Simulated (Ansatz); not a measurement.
Run this with Ansatz's Python interface and show what comes out.

`brgah5n.xyz`
```text
8

N    -1.03600    0.21210    0.04190
Ga    0.79610   -0.31170   -0.10310
Br    2.17390    1.39390    0.78890
H    -1.28240    0.36630    1.04500
H    -1.65080   -0.53570   -0.34980
H    -1.19470    1.09750   -0.48870
H     1.02910   -1.67660    0.71870
H     1.16470   -0.54580   -1.65290
```

Script `run_adiabatic.py`:
```python
"""Vertical and adiabatic ionisation of BrGaH5N."""

import itertools

import ansatz as az
from ase.data import atomic_numbers, covalent_radii
import numpy as np

params = {
    "basis": "def2-SVP",
    "functional": "PBE",
    "charge": 1,
}


def main() -> None:
    system = az.Crystal.molecule_from_extxyz("brgah5n.xyz")

    base = system.calculation().basis(gaussian=params["basis"]).functional(params["functional"])
    symbols = [site.symbol for site in system.cartesian_sites]
    start = np.array([site.position_ang for site in system.cartesian_sites], dtype=float)
    summary = base.relax(force_tolerance=0.01, max_steps=100).run(threads=1, pin="off").report
    end = np.array(summary["positions_ang"])

    minimum = az.Crystal.molecule()
    for symbol, place in zip(symbols, end):
        minimum = minimum.atom(symbol, place.tolist())
    ion = minimum.calculation()
    ion = ion.basis(gaussian=params["basis"]).functional(params["functional"])
    ion = ion.charge(params["charge"]).spin("collinear", total=1)
    vertical = ion.run(threads=1, pin="off").report
    settled = ion.relax(force_tolerance=0.01, max_steps=80).run(threads=1, pin="off").report
    print(f"vertical ionisation energy   {vertical['free_energy_ev'] - summary['free_energy_ev']:.3f} eV")
    print(f"adiabatic, no zero point     {settled['free_energy_ev'] - summary['free_energy_ev']:.3f} eV")
    print(f"relaxation energy of the ion {vertical['free_energy_ev'] - settled['free_energy_ev']:.3f} eV")
    ionised = np.array(settled["positions_ang"])
    # pairs closer than 1.2 times the sum of covalent radii, before or after
    radius = [covalent_radii[atomic_numbers[s]] for s in symbols]
    span = lambda where, i, j: np.linalg.norm(where[i] - where[j])
    bonded = [(i, j) for i, j in itertools.combinations(range(len(symbols)), 2) if min(span(end, i, j), span(ionised, i, j)) < 1.2 * (radius[i] + radius[j])]
    print("pair        before    after (A)")
    for i, j in bonded:
        print(f"{symbols[i]}{i}-{symbols[j]}{j}".ljust(10), f"{span(end, i, j):8.4f} {span(ionised, i, j):8.4f}")
    for first, second in list(itertools.combinations(bonded, 2)):
        shared = set(first) & set(second)
        if shared and symbols[(j := shared.pop())] != "H":
            i, k = sorted((set(first) | set(second)) - {j})
            u, v = ionised[i] - ionised[j], ionised[k] - ionised[j]
            angle = np.degrees(np.arccos(np.clip(u @ v / np.linalg.norm(u) / np.linalg.norm(v), -1, 1)))
            print(f"final angle {symbols[i]}{i}-{symbols[j]}{j}-{symbols[k]}{k}: {angle:.2f} deg")


if __name__ == "__main__":
    main()
```

Running `python run_adiabatic.py` prints:
```text
vertical ionisation energy   8.978 eV
adiabatic, no zero point     8.847 eV
relaxation energy of the ion 0.131 eV
pair        before    after (A)
N0-Ga1       2.1548   2.0747
N0-H3        1.0298   1.0345
N0-H4        1.0299   1.0347
N0-H5        1.0298   1.0345
Ga1-Br2      2.3778   2.3391
Ga1-H6       1.5791   1.6067
Ga1-H7       1.5791   1.6067
final angle Ga1-N0-H3: 112.67 deg
final angle Ga1-N0-H4: 111.80 deg
final angle Ga1-N0-H5: 112.67 deg
final angle N0-Ga1-Br2: 104.06 deg
final angle N0-Ga1-H6: 108.47 deg
final angle N0-Ga1-H7: 108.47 deg
final angle H3-N0-H4: 106.42 deg
final angle H3-N0-H5: 106.40 deg
final angle H4-N0-H5: 106.42 deg
final angle Br2-Ga1-H6: 111.39 deg
final angle Br2-Ga1-H7: 111.39 deg
final angle H6-Ga1-H7: 112.62 deg
```

The energies are electronic: no zero-point or thermal terms, and the basis set is short of its limit. The product may relax into another structure. Each relaxation finds its nearest minimum, which needn't be the lowest. Timing: 96 s on 1 thread of Arm Neoverse V1 (shared host), peak memory 0.32 GiB.
